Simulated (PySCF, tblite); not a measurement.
# C5H10AlClO: geometry, infrared bands and NMR shifts

Wanted: the infrared bands and NMR shifts of C5H10AlClO (`C=CC(=C)[O+](C)[AlH2-][Cl]`), by calculation.

Computed with tblite 0.8.0 and PySCF 2.14.0, with density-fitted response routines of our own, on a single molecule in the gas phase. Atoms count from 0, in the outputs and in this text.

## (1) The starting structure

18 atoms, charge 0, multiplicity 1; geometry from: force field or distance geometry start.

Bonds of the start (Å): C0–C1 1.33, C1–C2 1.49, C2–C3 1.33, C2–O4 1.40, O4–C5 1.44, O4–Al6 1.87, Al6–Cl7 2.22, C0–H8 1.08, C0–H9 1.09, C1–H10 1.08, C3–H11 1.07, C3–H12 1.08, C5–H13 1.11, C5–H14 1.11, C5–H15 1.10, Al6–H16 1.60, Al6–H17 1.60.

## (2) Optimising the geometry with GFN2-xTB

Job settings and geometry (Å):

```
{"job": {"kind": "relax", "xc": "GFN2-xTB", "basis": "xTB"}, "charge": 0, "multiplicity": 1}
C     -1.940600     1.015100     0.782300
C     -0.815500     1.613700     0.417800
C      0.347700     0.849100    -0.112500
C      1.471800     1.496900    -0.422400
O      0.246700    -0.529800    -0.324900
C     -0.306000    -1.022200    -1.558800
Al     0.934200    -1.696400     0.961400
Cl    -0.139500    -1.407400     2.877200
H     -2.081600    -0.054800     0.694100
H     -2.767500     1.609700     1.183600
H     -0.732500     2.681300     0.548300
H      1.571300     2.553600    -0.259600
H      2.309700     0.942900    -0.806700
H     -0.299500    -2.132600    -1.591100
H     -1.351000    -0.661000    -1.669200
H      0.297500    -0.648700    -2.400800
H      2.485300    -1.385300     1.187400
H      0.760800    -3.217700     0.482200
```

On the command line:

```sh
$ OMP_NUM_THREADS=1 python probes_run.py task.json out
```

This one command runs all jobs of the session in turn.

**Question.** This job is followed by: GFN2-xTB harmonic vibrations, gas phase; GIAO PBE0/pcSseg-1 NMR shielding, non-relativistic, gas phase. Predict these results of the whole session: strongest single infrared mode (GFN2-xTB); zero-point energy (GFN2-xTB); 13C shifts against TMS (PBE0/pcSseg-1); 1H shifts against TMS (PBE0/pcSseg-1, means over atoms taken as alike); 17O shifts against H2O (PBE0/pcSseg-1); 27Al shifts against AlH4- (PBE0/pcSseg-1); 35Cl shifts against HCl (PBE0/pcSseg-1); surface potential, 1st and 99th percentile.

**Answer**, as computed:

```
                                                              quantity                                         value
                             strongest single infrared mode (GFN2-xTB)                          812 cm⁻¹, 453 km/mol
                                          zero-point energy (GFN2-xTB)                                 81.8 kcal/mol
                                13C shifts against TMS (PBE0/pcSseg-1)          166.6, 136.1, 129.4, 120.1, 61.3 ppm
1H shifts against TMS (PBE0/pcSseg-1, means over atoms taken as alike)  6.48, 6.24, 5.91, 5.62, 5.60, 4.23, 3.96 ppm
                                17O shifts against H2O (PBE0/pcSseg-1)                                      53.6 ppm
                             27Al shifts against AlH4- (PBE0/pcSseg-1)                                      70.3 ppm
                               35Cl shifts against HCl (PBE0/pcSseg-1)                                       -46 ppm
                                 surface potential, 1st and 99th percentile                            -1.19 V and 1.44 V
```

**Reading.** The optimisation took 163 steps and gained 0.627 eV; among the close pairs (by a distance rule), Al6–Cl7 changed most, from 2.215 to 2.043 Å. No mode is imaginary among the 48: a minimum at this level. The strongest single mode, at 812 cm⁻¹, moves mainly H17 and H16. GFN2-xTB is a fitted tight-binding method: band positions and strengths are rough. Its intensities can rank the bands wrongly. H10 (hydrogen on an alkene CH) lies farthest downfield among hydrogen, at 6.48 ppm; attached to an sp2 carbon and in the plane of the double bond. At PBE0/pcSseg-1: The largest span, 229 ppm, is at C0, where the paramagnetic term is -200 ppm. By nearest atom (PBE0/pcSseg-1), the HOMO sits on H16, H17 about 36 % each; Cl7 18 % and the LUMO on C0, C3 about 22 % each; C2 16 %.
